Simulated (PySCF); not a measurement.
# C3H9ClSSi2: the cost of one run

Computed with PySCF 2.14.0, with density-fitted response routines of our own, on a single molecule in the gas phase. Atoms count from 0, in the outputs and in this text.

## (1) The starting structure

16 atoms, charge 0, multiplicity 1; geometry from: GFN2-xTB.

Bonds of the start (Å): Cl0–Si1 2.02, Si1–S2 2.13, S2–C3 1.84, C3–C4 1.53, C4–Si5 1.91, Si5–C6 1.91, C6–C3 1.53, Si1–H7 1.46, Si1–H8 1.45, C3–H9 1.09, C4–H10 1.09, C4–H11 1.09, Si5–H12 1.46, Si5–H13 1.46, C6–H14 1.09, C6–H15 1.09.

## (2) Excited states and response: wB97X-D/def2-SVPD

What the job is given:

```
{"job": {"kind": "uv", "xc": "wB97X-D", "basis": "def2-SVPD", "nstates": 8, "ntriplets": 3}, "charge": 0, "multiplicity": 1}
Cl     2.779206     0.926571     1.771352
Si     2.892709     0.023723    -0.030283
S      1.264666     0.613640    -1.276169
C     -0.145301     0.513557    -0.096144
C     -1.485764     0.895580    -0.733077
Si    -2.337702    -0.538575     0.202045
C     -0.468681    -0.900605     0.397324
H      2.850484    -1.412913     0.205471
H      4.074334     0.460179    -0.746073
H      0.100736     1.178488     0.731217
H     -1.456661     0.743965    -1.810355
H     -1.781759     1.925971    -0.554298
H     -3.007840    -0.148925     1.441443
H     -3.123778    -1.486772    -0.580708
H     -0.049912    -1.134177     1.373838
H     -0.112335    -1.650765    -0.306990
```

Level: TDDFT wB97X-D/def2-SVPD, vertical, gas phase, core orbitals frozen in the response.

Run with:

```bash
> OMP_NUM_THREADS=1 python probes_run.py task.json out
```

The driver reads the jobs from task.json and runs them one after another.

**Question.** How long does this job take on 1 thread of Arm Neoverse V2, shared host, and how much memory does it need?

About 71 s, with a peak of 0.99 GiB.
